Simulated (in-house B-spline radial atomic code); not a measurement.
# Nd⁵²⁺: excited configurations in jj coupling

How much energy does it take to promote electrons of Nd⁵²⁺ to other shells? Each configuration is solved by itself and compared with the reference.

Program: in-house B-spline radial atomic code version 1. Level of theory: Dirac-Hartree-Fock, average of configuration, Fermi nucleus, basis-set limit. These are calculated values, not measurements, unless marked.

### 1 What is computed

```
element       : neodymium (Z = 60)
charge        : +52
electrons     : 8
configuration : 1s2 2s2 2p-2 2p+2
Hamiltonian   : Dirac-Coulomb
nucleus       : Fermi, rms radius 4.912 fm
```

In configurations, a minus sign after the shell means j = l − 1/2 and a plus sign j = l + 1/2; the count of electrons follows.

The run's settings:

```ini
Z = 60
electrons = 8.0
configuration = 1s2 2s2 2p-2 2p+2
hamiltonian = dirac
method = hf
spin_polarised = False
nucleus = fermi
rms_radius = 4.9123
mass_number = 142
atomic_mass = 141.907728824
speed_of_light = 137.035999084
```

From the earlier run of the reference: total energy -6265.128764 hartree. Levels, eight at most:

```
orbital  occupation  energy (eV)  <r> (bohr)
  1s1/2           2     -48247.7     0.02357
  2s1/2           2     -11121.8     0.09745
  2p1/2           2     -10846.4     0.08136
  2p3/2           2     -10293.4     0.08723
```

### 2 1s2 2s1 2p-1 2p+3 6p+1

The run's settings:

```ini
Z = 60
electrons = 8.0
configuration = 1s2 2s1 2p-1 2p+3 6p+1
hamiltonian = dirac
method = hf
spin_polarised = False
nucleus = fermi
rms_radius = 4.9123
mass_number = 142
atomic_mass = 141.907728824
speed_of_light = 137.035999084
```

### 3 Configuration 1s2 2s2 2p-2 2p+1 5g+1

Changes to the settings of step 2:

```diff
@@ -2,3 +2,3 @@
 electrons = 8.0
-configuration = 1s2 2s1 2p-1 2p+3 6p+1
+configuration = 1s2 2s2 2p-2 2p+1 5g+1
 hamiltonian = dirac
```

### 4 1s2 2s2 2p+3 5s1

Changes to the settings of step 3:

```diff
@@ -2,3 +2,3 @@
 electrons = 8.0
-configuration = 1s2 2s2 2p-2 2p+1 5g+1
+configuration = 1s2 2s2 2p+3 5s1
 hamiltonian = dirac
```

### 5 1s2 2s2 2p-2 2p+1 3s1

Changes to the settings of step 4:

```diff
@@ -2,3 +2,3 @@
 electrons = 8.0
-configuration = 1s2 2s2 2p+3 5s1
+configuration = 1s2 2s2 2p-2 2p+1 3s1
 hamiltonian = dirac
```

### 6 Run with 1s2 2s2 2p-2 2p+1 5p-1

Changes to the settings of step 5:

```diff
@@ -2,3 +2,3 @@
 electrons = 8.0
-configuration = 1s2 2s2 2p-2 2p+1 3s1
+configuration = 1s2 2s2 2p-2 2p+1 5p-1
 hamiltonian = dirac
```

### 7 Run with 1s2 2s2 2p+4

Changes to the settings of step 6:

```diff
@@ -2,3 +2,3 @@
 electrons = 8.0
-configuration = 1s2 2s2 2p-2 2p+1 5p-1
+configuration = 1s2 2s2 2p+4
 hamiltonian = dirac
```

Q: How far above the reference does each configuration lie (order and size, in eV)?

The runs gave:

| net move | configuration | energy above the reference (eV) | with Breit, QED, recoil (eV) | largest <r> (bohr) |
| --- | --- | --- | --- | --- |
| 2×2p1/2 → 2×2p3/2 | 1s2 2s2 2p+4 | 1114.18 | 1102.63 | 0.0974 |
| 2p3/2 → 3s | 1s2 2s2 2p-2 2p+1 3s1 | 5584.83 | 5579.96 | 0.230 |
| 2p3/2 → 5p1/2 | 1s2 2s2 2p-2 2p+1 5p-1 | 8681.52 | 8672.51 | 0.652 |
| 2p3/2 → 5g9/2 | 1s2 2s2 2p-2 2p+1 5g+1 | 8760.18 | 8750.16 | 0.517 |
| 2×2p1/2 → 2p3/2, 5s | 1s2 2s2 2p+3 5s1 | 9786.71 | 9763.18 | 0.663 |
| 2p1/2, 2s → 2p3/2, 6p3/2 | 1s2 2s1 2p-1 2p+3 6p+1 | 10585.7 | 10558.3 | 0.973 |

**Reading.** At the bottom stands 2×2p1/2 → 2×2p3/2 (1114.18 eV), at the top 2p1/2, 2s → 2p3/2, 6p3/2 (10585.7 eV). Koopmans' estimate of the ionisation threshold is 10293.4 eV; 1 configuration exceeds it by over 2 % and could autoionise. Two partly filled shells share a symmetry and can mix in the average, which may lower the energy, for: 2p1/2, 2s → 2p3/2, 6p3/2. These are averages over configurations, without correlation, not spectroscopic levels.
